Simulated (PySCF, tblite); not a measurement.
# C₇H₇O radical: geometry, infrared bands and EPR parameters

What infrared bands and EPR parameters should C₇H₇O radical (`COc1[c]cccc1`) show?

Computed with tblite 0.8.0 and PySCF 2.14.0, with density-fitted response routines of our own, on a single molecule in the gas phase. Atoms count from 0, in the outputs and in this text.

### 1 The molecule as given

15 atoms, charge 0, multiplicity 2; geometry from: force field or distance geometry start.

Bonds of the start (Å): C0–O1 1.40, O1–C2 1.35, C2–C3 1.39, C3–C4 1.38, C4–C5 1.38, C5–C6 1.39, C6–C7 1.40, C7–C2 1.40, C0–H8 1.10, C0–H9 1.10, C0–H10 1.12, C4–H11 1.10, C5–H12 1.10, C6–H13 1.08, C7–H14 1.08.

### 2 Relaxing the molecule with GFN2-xTB

What the job is given:

```
{"job": {"kind": "relax", "xc": "GFN2-xTB", "basis": "xTB"}, "charge": 0, "multiplicity": 2}
C      2.774800    -0.036900    -0.040600
O      1.649100    -0.859500    -0.118800
C      0.339100    -0.525200    -0.047600
C     -0.615800    -1.523400    -0.150500
C     -1.972100    -1.275200    -0.084900
C     -2.425100     0.024500     0.049600
C     -1.490200     1.045900     0.140600
C     -0.116600     0.785200     0.098300
H      3.361400    -0.137200     0.886400
H      3.453400    -0.365300    -0.841500
H      2.547800     1.036600    -0.279700
H     -2.703600    -2.089100    -0.164400
H     -3.496500     0.269600     0.105700
H     -1.880600     2.042900     0.253900
H      0.570500     1.615100     0.171700
```

Launch:

```console
> OMP_NUM_THREADS=1 python probes_run.py task.json out
```

One launch serves the whole session: the jobs run in the order shown.

**Question.** This job is followed by: GFN2-xTB harmonic vibrations, gas phase; UKS B3LYP, pcH-1 on C H O, non-relativistic, mean-field spin-orbit, GIAO. What will the session give for the following? strongest single infrared mode (GFN2-xTB); zero-point energy (GFN2-xTB); g(iso) (B3LYP); ⟨S²⟩; largest a(iso) (averaged by class); potential on the surface of density 0.002 e/bohr³, 1st and 99th percentile.

As calculated:

| quantity | value |
| --- | --- |
| strongest single infrared mode (GFN2-xTB) | 1251 cm⁻¹, 167 km/mol |
| zero-point energy (GFN2-xTB) | 72.8 kcal/mol |
| g(iso) (B3LYP) | 2.00216 |
| ⟨S²⟩ | 0.757 (exact 0.75) |
| largest a(iso) (averaged by class) | 13C on C3, 391.6 MHz |
| potential on the surface of density 0.002 e/bohr³, 1st and 99th percentile | -1.26 V and 1.05 V |

What this shows: Over 60 steps the energy fell by 0.287 eV; of the close pairs, C0–H10 changed most, 1.123 to 1.096 Å. No mode is imaginary among the 39: a minimum at this level. The strongest single mode, at 1251 cm⁻¹, is spread over several atoms, C2, H13, O1, H14 among them. Unscaled tight-binding wavenumbers are off by several per cent, some by more. Its intensities can rank the bands wrongly. C3 carries the largest spin population, 1.02 e. The isotropic g lies 0.2 ppt below the free-electron value. The conformer search found further structures of the same energy, which may be mirror or relabelled copies of this one.
